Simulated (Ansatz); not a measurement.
**CH5BSSi: basis-set convergence**

Aim: see how fast density functionals converge with the basis set for CH5BSSi.

The runs use Ansatz 0.2.0, Gaussian basis; one geometry, several basis sets.

Plan: PBE0-D4/def2-SVP; ωB97M-V/def2-SVP; PBE0-D4/def2-QZVPP; ωB97M-V/def2-QZVPP; the functionals' def2-TZVPP values are taken from earlier runs.

## Step 1: Structure used throughout

All runs share one geometry, relaxed beforehand with PBE0-D4 in a triple-zeta def2 set.

9 atoms, charge 0, spin multiplicity 1.

Atoms are counted from 1 here; the program's logs count them from 0.

Bond lengths: C1–B2 1.546 Å, C1–H5 1.096 Å, C1–H6 1.095 Å, C1–H7 1.092 Å, B2–Si3 1.942 Å, B2–S4 1.777 Å, Si3–S4 2.168 Å, Si3–H8 1.483 Å, Si3–H9 1.483 Å. Angles: B2–C1–H5 109.6°, B2–C1–H6 110.1°, B2–C1–H7 113.9°, H5–C1–H6 105.6°, H5–C1–H7 108.6°, H6–C1–H7 108.8°, C1–B2–Si3 153.1°, C1–B2–S4 135.8°, Si3–B2–S4 71.1°, B2–Si3–S4 50.9°, B2–Si3–H8 124.3°, B2–Si3–H9 124.3°, S4–Si3–H8 113.8°, S4–Si3–H9 113.9°, H8–Si3–H9 110.9°, B2–S4–Si3 58.0°.

## Step 2: PBE0-D4 in def2-SVP

in.yaml reads:

```yaml
crystal:
  periodic: [false, false, false]
  atoms:
    - {symbol: C, position_ang: [-0.054896, 1.360487, -0.880113]}
    - {symbol: B, position_ang: [-0.015863, -0.059815, -0.269974]}
    - {symbol: Si, position_ang: [0.099618, -1.302830, 1.218153]}
    - {symbol: S, position_ang: [-0.074232, -1.719822, -0.902453]}
    - {symbol: H, position_ang: [0.866045, 1.895548, -0.623375]}
    - {symbol: H, position_ang: [-0.867111, 1.940603, -0.429788]}
    - {symbol: H, position_ang: [-0.173408, 1.371787, -1.965245]}
    - {symbol: H, position_ang: [-1.063601, -1.760956, 2.016206]}
    - {symbol: H, position_ang: [1.371948, -1.771402, 1.819388]}
basis:
  gaussian: {orbitals: def2-SVP}
hamiltonian: {xc: pbe0, dispersion: d4}
output: {orbitals: {seedname: orbitals}}
```

Launch:

```bash
> ansatz run in.yaml --threads 2 --pin off --events-out ev --progress --plain --max-ram 4352MiB
```

After this run come: ωB97M-V in def2-SVP; PBE0-D4 in def2-QZVPP; ωB97M-V in def2-QZVPP.

**Question.** What will the summary of the whole plan be? Wanted: PBE0-D4: double and triple zeta above quadruple; ωB97M-V: double and triple zeta above quadruple.

The runs gave:

```
                                       quantity          value
PBE0-D4: double and triple zeta above quadruple  9.07, 0.69 eV
ωB97M-V: double and triple zeta above quadruple  9.12, 0.64 eV
```

In words: PBE0-D4 gains 8.38 eV from double to triple zeta, then 0.69 eV more. These are total energies; as a rule much of such shifts cancels in differences, which this series doesn't test.
